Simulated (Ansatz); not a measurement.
# AlBrFHO: how energies converge with the basis set

The task here is to estimate one member of a computed series from the others.

Program: Ansatz 0.2.0, Gaussian basis. Level of theory: one geometry, several basis sets. These are calculated values, not measurements.

Levels to be run: PBE0-D4/def2-SVP; ωB97M-V/def2-SVP; PBE0-D4/def2-QZVPP; ωB97M-V/def2-QZVPP; the functionals' def2-TZVPP values are taken from earlier runs.

**The relaxed structure**

All runs share one geometry, relaxed beforehand with PBE0-D4 in a triple-zeta def2 set.

SMILES `[OH][Al]([F])[Br]`, 5 atoms, charge 0, spin multiplicity 1.

Atoms are counted from 1 here; the program's logs count them from 0.

Bond lengths: O1–Al2 1.676 Å, O1–H5 0.956 Å, Al2–F3 1.635 Å, Al2–Br4 2.233 Å. Angles: Al2–O1–H5 123.3°, O1–Al2–F3 118.3°, O1–Al2–Br4 122.9°, F3–Al2–Br4 118.9°.

Set-up of the first run:

File in.yaml:

```yaml
crystal:
  periodic: [false, false, false]
  atoms:
    - {symbol: O, position_ang: [0.718757, 1.066090, 0.264369]}
    - {symbol: Al, position_ang: [0.094680, -0.425883, -0.175342]}
    - {symbol: F, position_ang: [1.121104, -1.548272, -0.773976]}
    - {symbol: Br, position_ang: [-2.069359, -0.939604, 0.022153]}
    - {symbol: H, position_ang: [0.184720, 1.773870, 0.621396]}
basis:
  gaussian: {orbitals: def2-SVP}
hamiltonian: {xc: pbe0, dispersion: d4}
output: {orbitals: {seedname: orbitals}}
```

The run is started by

```
ansatz run in.yaml --threads 2 --pin off --events-out ev --progress --plain --max-ram 22528MiB --backend cpu
```

Among the steps run: PBE0-D4 in def2-SVP; ωB97M-V in def2-SVP; PBE0-D4 in def2-QZVPP; ωB97M-V in def2-QZVPP.

One of the session's tables, all rows but one given; the rest of the session is left out.

| functional | basis | HOMO (eV) |
| --- | --- | --- |
| PBE0-D4 | def2-SVP | -8.81 |
| PBE0-D4 | def2-TZVPP | -8.95 |
| PBE0-D4 | def2-QZVPP | -8.97 |
| ωB97M-V | def2-SVP | -11.01 |
| ωB97M-V | def2-TZVPP | -11.19 |
| ωB97M-V | def2-QZVPP | ? |

Q: Estimate the row for ωB97M-V, def2-QZVPP from the others.

As computed: HOMO (eV): -11.21. In the column «HOMO (eV)» it is the lowest.
